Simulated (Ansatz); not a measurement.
# Re2C: the cost of one run

Computed with Ansatz 0.2.0 (DFT PBEsol, scalar-relativistic, plane waves, PAW, unless a step's input says otherwise).

1 further run of the same task is left out (set aside as unsound or not needed). Runs told in other sessions of the task aren't counted.

## (1) The structure to begin with

Symmetry: P6_3/mmc, No. 194, hexagonal system. Conventional cell: a = 2.835 Å, b = 2.835 Å, c = 9.821 Å, α = 90.00°, β = 90.00°, γ = 120.00°. Re (site symmetry 3m) has 3 C at 2.15 Å in its first shell of neighbours. C (site symmetry -6m2) is surrounded by 6 Re at 2.15 Å.

Coordinates:

```xyz
6
Lattice="2.8348 0.0000 0.0000 -1.4174 2.4550 0.0000 0.0000 0.0000 9.8210" Properties=species:S:1:pos:R:3 pbc="T T T"
Re    0.0000    1.6367    5.9748
Re    1.4174    0.8183    1.0643
Re    1.4174    0.8183    3.8462
Re    0.0000    1.6367    8.7567
C     0.0000    1.6367    2.4552
C     1.4174    0.8183    7.3657
```

It goes back to an entry of the Materials Project.

This cell was relaxed beforehand with the same method: volume 11.39 Å³/atom, gap on the mesh none (metal).

## (2) The cell scaled to 0.97 of its volume

input.yaml reads:

```yaml
crystal:
  lattice:
    - [2.8061787689, 0.0, 0.0]
    - [-1.4030893844, 2.4302221015, 0.0]
    - [0.0, 0.0, 9.7217702188]
  atoms:
    - { symbol: Re, position: [0.3333333333, 0.6666666667, 0.6083709078] }
    - { symbol: Re, position: [0.6666666667, 0.3333333333, 0.1083709078] }
    - { symbol: Re, position: [0.6666666667, 0.3333333333, 0.3916290922] }
    - { symbol: Re, position: [0.3333333333, 0.6666666667, 0.8916290922] }
    - { symbol: C, position: [0.3333333333, 0.6666666667, 0.25] }
    - { symbol: C, position: [0.6666666667, 0.3333333333, 0.75] }
basis:
  ecutwfc: 420
kpoints:
  mp_grid: { grid: [12, 12, 4] }
hamiltonian:
  xc: pbesol
scf:
  occupations: { method: gaussian, width: 0.1 }
output:
  forces: true
  stress: true
  eigenvalues: true
relax:
  adjacent_minimum: "off"
  f_tol: 0.01
  max_steps: 30
  cell: { stress_tol: 0.1, fix: [volume] }
```

The run is started by

```console
$ ansatz run input.yaml --threads 2 --pin off --max-ram 5120MiB --backend cpu --events-out ev --progress --plain --runs-dir out
```

Q: Estimate wall time and peak memory on 2 threads of Arm Neoverse V2, shared host.

About 21 s, with a peak of 0.42 GiB.
